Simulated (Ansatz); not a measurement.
Predict the output of the script below (the Ansatz DFT code, driven from Python).

`run_opt.py`
```python
# -*- coding: utf-8 -*-
import argparse
import itertools

import ansatz as az
from ase.data import atomic_numbers, covalent_radii
import numpy as np
import pandas as pd

parser = argparse.ArgumentParser(description="Minimum-energy structure of CH5AlBFGe.")
parser.add_argument("--basis-set", default="def2-SVP", help="Gaussian basis set")
parser.add_argument("--xc", default="b3lyp", help="exchange-correlation functional")
args = parser.parse_args()

GEOMETRY = """
F    -1.91910    1.20240    0.95420
Ge   -0.53520    0.66290    0.11530
Al    1.63680    1.01870    1.09380
B    -0.67890   -1.43550   -0.14300
C    -0.77880   -0.45740   -1.35910
H     1.82330    1.95660    2.39990
H     2.99190    0.40640    0.40740
H    -0.78760   -2.52290    0.29280
H     0.10700   -0.52120   -1.96390
H    -1.77640   -0.36120   -1.79450
"""

system = az.Crystal.molecule()
for line in GEOMETRY.strip().splitlines():
    symbol, *xyz = line.split()
    system = system.atom(symbol, [float(v) for v in xyz])

model = system.calculation().basis(gaussian=args.basis_set).functional(args.xc)
symbols = [site.symbol for site in system.cartesian_sites]
start = np.array([site.position_ang for site in system.cartesian_sites], dtype=float)
def progress(event):
    if event["event"] == "relax_step":
        row = event["data"]
        print(f"step {row['step']:3d}  E = {row['lagrangian_ev']:.6f} eV  largest force component {row['allowed_force_max_ev_ang']:.4f} eV/A")


summary = model.relax(force_tolerance=0.005).session().plan().execute(on_event=progress).report
end = np.array(summary["positions_ang"])

for key in ("converged", "free_energy_ev", "reference_energy_ev", "n_frozen", "n_occupied", "n_virtual"):
    print(f"{key:22s} {summary[key]}")

radius = [covalent_radii[atomic_numbers[s]] for s in symbols]
span = lambda where, i, j: np.linalg.norm(where[i] - where[j])
bonded = [(i, j) for i, j in itertools.combinations(range(len(symbols)), 2) if min(span(start, i, j), span(end, i, j)) < 1.2 * (radius[i] + radius[j])]
print("pair        before    after (A)")
for i, j in bonded:
    print(f"{symbols[i]}{i}-{symbols[j]}{j}".ljust(10), f"{span(start, i, j):8.4f} {span(end, i, j):8.4f}")

charges = summary["charge_distribution"]
table = pd.DataFrame({"atom": symbols, "mulliken": charges["mulliken_charges_e"], "lowdin": charges["lowdin_charges_e"]})
print(table.round(3).to_string())
print("dipole (e A):", np.round(charges["dipole_moment_e_ang"], 4) + 0.0)
with open("ch5albfge_opt.xyz", "w") as handle:
    handle.write(f"{len(symbols)}\nrelaxed CH5AlBFGe\n")
    handle.writelines(f"{s:2s} {x:11.6f} {y:11.6f} {z:11.6f}\n" for s, (x, y, z) in zip(symbols, end))
```

Running `python run_opt.py` prints:
```text
step   1  E = -67614.148902 eV  largest force component 2.9733 eV/A
step   2  E = -67614.578842 eV  largest force component 1.0669 eV/A
step   3  E = -67614.660590 eV  largest force component 0.5384 eV/A
step   4  E = -67614.690988 eV  largest force component 0.2638 eV/A
step   5  E = -67614.731037 eV  largest force component 0.5303 eV/A
step   6  E = -67614.751770 eV  largest force component 0.4902 eV/A
step   7  E = -67614.776684 eV  largest force component 0.3699 eV/A
step   8  E = -67614.789404 eV  largest force component 0.2721 eV/A
step   9  E = -67614.800573 eV  largest force component 0.1966 eV/A
step  10  E = -67614.835641 eV  largest force component 0.4188 eV/A
step  11  E = -67614.901626 eV  largest force component 0.5948 eV/A
step  12  E = -67614.988835 eV  largest force component 0.6303 eV/A
step  13  E = -67615.068488 eV  largest force component 0.7149 eV/A
step  14  E = -67615.133641 eV  largest force component 0.5306 eV/A
step  15  E = -67615.169638 eV  largest force component 0.8535 eV/A
step  16  E = -67615.197245 eV  largest force component 0.3442 eV/A
step  17  E = -67615.208099 eV  largest force component 0.2381 eV/A
step  18  E = -67615.213955 eV  largest force component 0.1160 eV/A
step  19  E = -67615.217608 eV  largest force component 0.0682 eV/A
step  20  E = -67615.220698 eV  largest force component 0.0533 eV/A
step  21  E = -67615.222317 eV  largest force component 0.1118 eV/A
step  22  E = -67615.225593 eV  largest force component 0.1706 eV/A
step  23  E = -67615.227560 eV  largest force component 0.0505 eV/A
step  24  E = -67615.228927 eV  largest force component 0.0652 eV/A
step  25  E = -67615.229810 eV  largest force component 0.0496 eV/A
step  26  E = -67615.230796 eV  largest force component 0.0396 eV/A
step  27  E = -67615.231206 eV  largest force component 0.0415 eV/A
step  28  E = -67615.231507 eV  largest force component 0.0356 eV/A
step  29  E = -67615.231646 eV  largest force component 0.0304 eV/A
step  30  E = -67615.231534 eV  largest force component 0.0306 eV/A
step  31  E = -67615.231841 eV  largest force component 0.0125 eV/A
step  32  E = -67615.231863 eV  largest force component 0.0074 eV/A
step  33  E = -67615.231878 eV  largest force component 0.0069 eV/A
step  34  E = -67615.231887 eV  largest force component 0.0067 eV/A
step  35  E = -67615.231891 eV  largest force component 0.0049 eV/A
converged              True
free_energy_ev         -67615.2321757875
reference_energy_ev    -67615.2321757875
n_frozen               0
n_occupied             [35, 35]
n_virtual              [82, 82]
pair        before    after (A)
F0-Ge1       1.7059   1.7717
Ge1-Al2      2.4087   2.5025
Ge1-B3       2.1191   2.0001
Ge1-C4       1.8677   2.4450
Al2-H5       1.6187   1.5819
Al2-H6       1.6378   1.5849
B3-C4        1.5638   1.4656
B3-H7        1.1765   1.1975
C4-H8        1.0745   1.0996
C4-H9        1.0927   1.0996
  atom  mulliken  lowdin
0    F    -0.389  -0.042
1   Ge     0.295   0.152
2   Al     0.461   0.314
3    B    -0.056  -0.352
4    C    -0.138   0.069
5    H    -0.132  -0.104
6    H    -0.153  -0.114
7    H    -0.008   0.005
8    H     0.060   0.043
9    H     0.060   0.029
dipole (e A): [ 0.4643  0.0132 -0.1225]
```

File `ch5albfge_opt.xyz` afterwards:
```text
10
relaxed CH5AlBFGe
F    -1.546204    0.758428    1.993168
Ge   -0.394185   -0.222378    1.071341
Al    1.635620    1.222124    0.834590
B    -1.225803   -1.422892   -0.295288
C    -0.432068   -0.736803   -1.318593
H     1.645377    2.675562    1.459011
H     2.894089    0.608353    0.091956
H    -2.289873   -1.972122   -0.285836
H     0.640861   -0.506432   -1.249377
H    -0.844813   -0.455041   -2.298073
```

Reading the output:
- Total energies depend on the basis set; only differences at equal settings carry meaning.
- The end point is the stationary point reached from this start; no frequency run checks that it is a minimum, and the basis set is modest.
- The Löwdin charges here are taken after orthogonalising the functions within each atom; they differ from plain Löwdin charges, and their signs can be unphysical.
- b3lyp holds the VWN-RPA fit, as in Gaussian; the form of ORCA and Turbomole is b3lyp5.
- The bonding changed during the relaxation, so the end is another isomer than the start names.
- Hardware and time: 5.3 min on 1 thread of Arm Neoverse V1 (shared host), peak memory 0.41 GiB.
